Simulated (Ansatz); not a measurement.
# C2H2Se: functionals against CCSD(T) at one geometry

The atoms stand at a structure displaced at random from a GFN2-xTB minimum. How far do the functionals agree with CCSD(T) there?

Program: Ansatz 0.2.0, Gaussian basis. Level of theory: single points in def2-TZVPP. These are calculated values, not measurements.

Cores are frozen in the correlated methods. Filled d shells of the heavier atoms are correlated.

### 1 Where the work starts

5 atoms, charge 0, spin multiplicity 1.

Atoms are counted from 1 here; the program's logs count them from 0.

Bond lengths: C1–C2 1.300 Å, C1–H4 1.064 Å, C1–H5 1.035 Å, C2–Se3 1.663 Å. Angles: C2–C1–H4 115.4°, C2–C1–H5 131.8°, H4–C1–H5 112.8°, C1–C2–Se3 174.3°.

Coordinates:

```mol
C2H2Se
  3D, bonds by distance, orders not assigned

  5  4  0  0  0  0  0  0  0  0999 V2000
    0.3928   -0.3979   -0.1355 C   0  0
   -0.4755    0.5165    0.1816 C   0  0
   -1.6621    1.5705    0.6787 Se  0  0
    1.1723   -0.0806   -0.7866 H   0  0
    0.4644   -1.3982    0.1186 H   0  0
  1  2  8  0
  1  4  8  0
  1  5  8  0
  2  3  8  0
M  END
```

### 2 CCSD(T)/def2-TZVPP

The input, run/in.yaml:

```yaml
crystal:
  periodic: [false, false, false]
  atoms:
    - {symbol: C, position_ang: [0.392800, -0.397900, -0.135500]}
    - {symbol: C, position_ang: [-0.475500, 0.516500, 0.181600]}
    - {symbol: Se, position_ang: [-1.662100, 1.570500, 0.678700]}
    - {symbol: H, position_ang: [1.172300, -0.080600, -0.786600]}
    - {symbol: H, position_ang: [0.464400, -1.398200, 0.118600]}
basis:
  gaussian: {orbitals: def2-TZVPP}
correlation: {method: ccsd_t}
output: {forces: true}
```

The command line of these runs was not kept.

### 3 PBE0-D4/def2-TZVPP

Edit run/in.yaml of step 2 so:

```diff
@@ -10,3 +10,3 @@
   gaussian: {orbitals: def2-TZVPP}
-correlation: {method: ccsd_t}
-output: {forces: true}
+hamiltonian: {xc: pbe0, dispersion: d4}
+output: {forces: true, orbitals: {seedname: orbitals}}
```

### 4 wB97M-V/def2-TZVPP

Edit run/in.yaml of step 3 so:

```diff
@@ -10,3 +10,3 @@
   gaussian: {orbitals: def2-TZVPP}
-hamiltonian: {xc: pbe0, dispersion: d4}
-output: {forces: true, orbitals: {seedname: orbitals}}
+hamiltonian: {xc: {name: wB97M-V}}
+output: {forces: true}
```

### 5 r2SCAN-D4/def2-TZVPP

Edit run/in.yaml of step 4 so:

```diff
@@ -10,3 +10,3 @@
   gaussian: {orbitals: def2-TZVPP}
-hamiltonian: {xc: {name: wB97M-V}}
+hamiltonian: {xc: r2scan, dispersion: d4}
 output: {forces: true}
```

### 6 PBE-D4/def2-TZVPP

Edit run/in.yaml of step 5 so:

```diff
@@ -10,3 +10,3 @@
   gaussian: {orbitals: def2-TZVPP}
-hamiltonian: {xc: r2scan, dispersion: d4}
+hamiltonian: {xc: pbe, dispersion: d4}
 output: {forces: true}
```

### 7 SPW92/def2-TZVPP

Edit run/in.yaml of step 6 so:

```diff
@@ -10,3 +10,3 @@
   gaussian: {orbitals: def2-TZVPP}
-hamiltonian: {xc: pbe, dispersion: d4}
+hamiltonian: {xc: lda}
 output: {forces: true}
```

### 8 wB97X-V/def2-TZVPP

Edit run/in.yaml of step 7 so:

```diff
@@ -10,3 +10,3 @@
   gaussian: {orbitals: def2-TZVPP}
-hamiltonian: {xc: lda}
+hamiltonian: {xc: {name: wB97X-V}}
 output: {forces: true}
```

(Steps that only read results are left out.)

Before running it: what results should come out? Wanted: energy less free atoms, CCSD(T)/def2-TZVPP; RMS force component; RMS force error; HOMO and LUMO, PBE0-D4; T1 diagnostic.

The runs gave:

```
                                  quantity                                                                                         value
energy less free atoms, CCSD(T)/def2-TZVPP                                                                                -1843.3 kJ/mol
                       RMS force component                                                          0.961 to 1.042 eV/Å over the methods
                           RMS force error  PBE0-D4 0.318, wB97M-V 0.305, r2SCAN-D4 0.275, PBE-D4 0.229, SPW92 0.451, wB97X-V 0.285 eV/Å
                    HOMO and LUMO, PBE0-D4                                                                            -6.42 and -2.30 eV
                             T1 diagnostic                                                                                         0.015
```

Against CCSD(T) the functionals' energies less atoms differ by -401.7 to -44.6 kJ/mol, PBE-D4 by -150.1 kJ/mol. A larger basis would deepen the CCSD(T) value, while the functionals are nearly converged already, so the order here is not reliable. On forces the order runs from PBE-D4 to SPW92. Frozen-core CCSD(T) forces in triple zeta carry basis errors of their own, and this is one geometry, so small gaps rank nothing. The restricted Hartree–Fock reference is unstable towards an unrestricted one at one or more of these structures.
